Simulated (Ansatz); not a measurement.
# PN: the cost of one run

Program: Ansatz 0.2.0. Level of theory: DFT PBE, scalar-relativistic, plane waves, PAW. These are calculated values, not measurements.

## (1) The starting structure

The structure is orthorhombic, space group Imm2 (No. 44). Conventional cell: a = 2.778 Å, b = 5.389 Å, c = 4.580 Å, α = 90.00°, β = 90.00°, γ = 90.00°. Around P (site symmetry m) lie 3 N at 1.65 Å and 1 P at 1.65 Å. Around N (site symmetry m) lie 3 P at 1.65 Å.

Structure file:

```cif
data_structure
_symmetry_space_group_name_H-M 'P 1'
_symmetry_Int_Tables_number 1
_cell_length_a 3.7993
_cell_length_b 3.7993
_cell_length_c 3.7993
_cell_angle_alpha 137.113
_cell_angle_beta 89.655
_cell_angle_gamma 105.862
_cell_volume 34.29
loop_
_atom_site_label
_atom_site_type_symbol
_atom_site_fract_x
_atom_site_fract_y
_atom_site_fract_z
_atom_site_occupancy
P1 P 0.25895 0.60571 0.65324 1
P2 P 0.95247 0.60571 0.34676 1
N1 N 0.01163 0.26301 0.74862 1
N2 N 0.51439 0.26301 0.25138 1
```

The cell is invented: 3-, 4-connected net, elements by coordination (Imm2, No. 44). Lengths come from tabulated atomic sizes and are only a guess.

## (2) Probe: one point on a coarse mesh

Contents of input.yaml:

```yaml
crystal:
  lattice:
    - [-1.3889631, 2.69460726, 2.29013937]
    - [1.3889631, -2.69460726, 2.29013937]
    - [1.3889631, 2.69460726, -2.29013937]
  atoms:
    - { symbol: P, position: [0.25894715, 0.60570771, 0.65323944] }
    - { symbol: P, position: [0.95246827, 0.60570771, 0.34676056] }
    - { symbol: "N", position: [0.01162965, 0.26300891, 0.74862074] }
    - { symbol: "N", position: [0.51438816, 0.26300891, 0.25137926] }
basis:
  ecutwfc: 420
kpoints:
  mp_grid: { grid: [8, 8, 8] }
hamiltonian:
  xc: pbe
scf:
  occupations: { method: gaussian, width: 0.1 }
  lower_state_search: "off"
output:
  forces: true
  stress: true
  eigenvalues: true
```

Run with:

```console
ansatz run input.yaml --threads 1 --pin off --max-ram 2560MiB --backend cpu --events-out ev --progress --plain --runs-dir out
```

What time and memory should one allow on 1 thread of Arm Neoverse V1, shared host?

About 5.8 s, with a peak of 0.33 GiB.
